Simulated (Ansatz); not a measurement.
# CdSe: the cost of one run

The runs shown are made with Ansatz 0.2.0. PAW datasets, plane waves. No spin polarisation and no zero-point or thermal motion.

### Step 1. The cell

The cell was relaxed beforehand with r2SCAN.

Space group P6_3mc (No. 186), hexagonal; a = 4.341 Å, c = 7.077 Å in the conventional setting, 28.87 Å³ an atom. Cd has 4 Se at 2.66 Å; Se has 4 Cd at 2.66 Å.

Structure file:

```xyz
4
Lattice="4.3407 0.0000 0.0000 -2.1704 3.7592 0.0000 0.0000 0.0000 7.0766" Properties=species:S:1:pos:R:3 pbc="T T T"
Cd    0.0000    2.5061   -0.0034
Cd    2.1704    1.2531    3.5350
Se    0.0000    2.5061    2.6571
Se    2.1704    1.2531    6.1954
```

### Step 2. Band structure with PBE

input.yaml reads:

```yaml
crystal:
  lattice:
    - [4.340723666, 0.0, 0.0]
    - [-2.170361833, 3.7591769656, 0.0]
    - [0.0, 0.0, 7.0766459791]
  atoms:
    - { symbol: Cd, position: [0.3333333333, 0.6666666667, -0.0004760039] }
    - { symbol: Cd, position: [0.6666666667, 0.3333333333, 0.4995239961] }
    - { symbol: Se, position: [0.3333333333, 0.6666666667, 0.3754760039] }
    - { symbol: Se, position: [0.6666666667, 0.3333333333, 0.8754760039] }
kpoints:
  mp_grid: { grid: [12, 12, 4] }
  band_path:
    path:
      - [[0.0, 0.0, 0.0], [0.5, -1.990402616407e-18, -1.673371313819e-35], [0.3333333333333, 0.3333333333333, 2.393723905986e-35], [0.0, 0.0, 0.0], [4.093726583691e-56, -3.109166421573e-51, 0.5], [0.5, -1.990402616407e-18, 0.5], [0.3333333333333, 0.3333333333333, 0.5], [4.093726583691e-56, -3.109166421573e-51, 0.5]]
      - [[0.5, -1.990402616407e-18, 0.5], [0.5, -1.990402616407e-18, -1.673371313819e-35]]
      - [[0.3333333333333, 0.3333333333333, 0.5], [0.3333333333333, 0.3333333333333, 2.393723905986e-35]]
    npoints: 10
hamiltonian:
  xc: pbe
scf:
  occupations: { method: fermi_dirac, width: 0.02 }
  n_extra_bands: 5
output:
  forces: true
  stress: true
  eigenvalues: true
```

Run with:

```sh
> ansatz run input.yaml --threads 2 --pin off --max-ram 2211MiB --backend cpu --events-out ev --progress --plain --runs-dir out
```

What time and memory should one allow on 2 threads of Arm Neoverse V1, shared host?

About 24 s, with a peak of 0.49 GiB.
